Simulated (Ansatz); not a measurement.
The system is Cd3Se.

```
CELL_PARAMETERS angstrom
-2.04095 2.04095 6.08708
2.04095 -2.04095 6.08708
2.04095 2.04095 -6.08708
ATOMIC_POSITIONS crystal
Cd 0.50000 0.50000 0.00000
Cd 0.25000 0.75000 0.50000
Cd 0.75000 0.25000 0.50000
Se 0.00000 0.00000 0.00000
```

The cell comes from a database or a generator and needn't be the stable form of this composition.

Base run:

- Program: Ansatz 0.2.0
- Functional: PBE
- Potentials or basis: Ansatz PAW
- Cutoff: 420 eV
- Density cutoff: 1680 eV
- k mesh: 9 × 9 × 9
- Occupations: fermi-dirac, width 0.05 eV
- Spin: no spin polarisation

Its results: band gap on the k mesh none (metal or under the smearing width); pressure -0.5 GPa.

Q: The run is repeated on the same cell with these changes: functional from PBE to r2SCAN; cutoff from 420 eV to 500 eV; density cutoff from 1680 eV to 2000 eV. What comes out?

A: Band gap on the k mesh none (metal or under the smearing width); pressure -2.2 GPa.

Caveats: the PAW data sets come from PBE, with cores solved anew for the run's functional, which leaves a small shift of forces and pressure (some runs).

Not every run made on this cell is shown here.
